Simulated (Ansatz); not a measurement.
# TlBi: the cost of one run

Method: DFT LDA, scalar-relativistic, plane waves, PAW, in Ansatz 0.2.0.

1 further run of the same task is left out (set aside as unsound or not needed).

### Step 1. The system as given

The structure is cubic, space group Pm-3m (No. 221). Conventional cell: a = 3.992 Å, b = 3.992 Å, c = 3.992 Å, α = 90.00°, β = 90.00°, γ = 90.00°. Tl (site symmetry m-3m) is surrounded by 8 Bi at 3.46 Å. Around Bi (site symmetry m-3m) lie 8 Tl at 3.46 Å.

Coordinates:

```cif
data_structure
_symmetry_space_group_name_H-M 'P 1'
_symmetry_Int_Tables_number 1
_cell_length_a 3.9917
_cell_length_b 3.9917
_cell_length_c 3.9917
_cell_angle_alpha 90.000
_cell_angle_beta 90.000
_cell_angle_gamma 90.000
_cell_volume 63.60
loop_
_atom_site_label
_atom_site_type_symbol
_atom_site_fract_x
_atom_site_fract_y
_atom_site_fract_z
_atom_site_occupancy
Tl1 Tl 0.00000 0.00000 0.00000 1
Bi1 Bi 0.50000 0.50000 0.50000 1
```

The structure comes from the Materials Project (structure only).

### Step 2. Probe: one point at the start

input.yaml reads:

```yaml
crystal:
  lattice:
    - [3.991709, 0.0, 0.0]
    - [0.0, 3.991709, 0.0]
    - [0.0, 0.0, 3.991709]
  atoms:
    - { symbol: Tl, position: [0.0, 0.0, 0.0] }
    - { symbol: Bi, position: [0.5, 0.5, 0.5] }
basis:
  ecutwfc: 420
kpoints:
  mp_grid: { grid: [4, 4, 4] }
hamiltonian:
  xc: lda
scf:
  occupations: { method: gaussian, width: 0.1 }
output:
  forces: true
  stress: true
  eigenvalues: true
```

The run is started by

```console
ansatz run input.yaml --threads 1 --pin off --max-ram 1228MiB --backend cpu --events-out ev --progress --plain --runs-dir out
```

**Question.** How long does this run take on 1 thread of an x86-64 CPU, shared host, and how much memory does it need?

About 1.2 s, with a peak of 0.42 GiB.
